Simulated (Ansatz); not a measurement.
Sc3SnC, space group Pm-3m: relaxations under a series of pressures, run with the Ansatz DFT code, driven from Python.

Contents of `POSCAR`:
```text
Sc3SnC
1.0
   4.53027743    0.00000000    0.00000000
   0.00000000    4.53027743    0.00000000
   0.00000000    0.00000000    4.53027743
Sc Sn C
3 1 1
Direct
   0.00000000    0.50000000    0.50000000
   0.50000000    0.50000000    0.00000000
   0.50000000    0.00000000    0.50000000
   0.00000000    0.00000000    0.00000000
   0.50000000    0.50000000    0.50000000
```

`compress_sc3snc.py`
```python
"""Cell of Sc3SnC under pressure."""

import warnings

import ansatz as az
from ase.io import read
import numpy as np
import pandas as pd

def edges_and_angles(cell):
    cell = np.asarray(cell)
    a, b, c = np.linalg.norm(cell, axis=1)
    cosines = cell[1] @ cell[2] / (b * c), cell[0] @ cell[2] / (a * c), cell[0] @ cell[1] / (a * b)
    return (a, b, c, *np.degrees(np.arccos(cosines)))

warnings.simplefilter("ignore", az.DeckWarning)

atoms = read("POSCAR", format="vasp")
crystal = az.Crystal.from_ase(atoms)

setup = (
    crystal.calculation()
    .functional("PBEsol")
    .kpoints(5, 5, 5)
    .occupations(az.OccupationsMethod.COLD, width=0.1)
)

# H = F + PV, with 1 GPa A^3 = 1/160.21766 eV
rows = []
for pressure in [-2, 0, 2, 5, 10]:
    res = setup.relax(cell=True, pressure=pressure).run(threads=1)
    cell = res.lattice.cell_ang
    n_atoms = len(res.lattice.sites)
    volume = abs(np.linalg.det(cell)) / n_atoms
    enthalpy = res.report["free_energy_ev"] / n_atoms + pressure * volume / 160.21766
    rows.append((pressure, volume, enthalpy, *edges_and_angles(cell)))
    print(f"{pressure} GPa done: {volume:.4f} A^3/atom")

table = pd.DataFrame(rows, columns=["P_GPa", "V_A3_atom", "H_eV_atom", "a", "b", "c", "alpha", "beta", "gamma"])
print(table.round(4).to_string(index=False))
p, v = np.array([row[0] for row in rows], float), np.array([row[1] for row in rows])
print("mean bulk modulus between rows (GPa):", np.round(-np.diff(p) / np.diff(np.log(v)), 1))
```

From its runs, with one value withheld:

| P (GPa) | relaxed V (Å³/atom) |
| --- | --- |
| -2 | 18.340 |
| 0 | ? |
| 2 | 17.680 |
| 5 | 17.253 |
| 10 | 16.635 |

What volume does the cell relax to at 0 GPa?

Murnaghan's form V = V0 (1 + B' P / B0)^(-1/B') through the 4 rows shown gives V0 = 17.996 Å³, B0 = 109.4 GPa and B' = 3.76, and so 17.996 Å³ an atom at 0 GPa. The run gave 17.993 Å³, 0.02 % away.

Caveats:
- At a fixed pressure a relaxation lowers the enthalpy F + PV, while F alone can rise.
- For a metal this k-point mesh is coarse: on a finer one energies can move by several to tens of meV an atom and pressures by half a GPa or more, differences at one mesh by less.
- The structure comes from a database of computed cells and needn't be a stable or known phase.
- Symmetry holds the cell in this phase, whether or not it is the stable one at each pressure.
- Timing: 52 s on 1 thread of Arm Neoverse V1, on a shared host, peak memory 0.55 GiB.
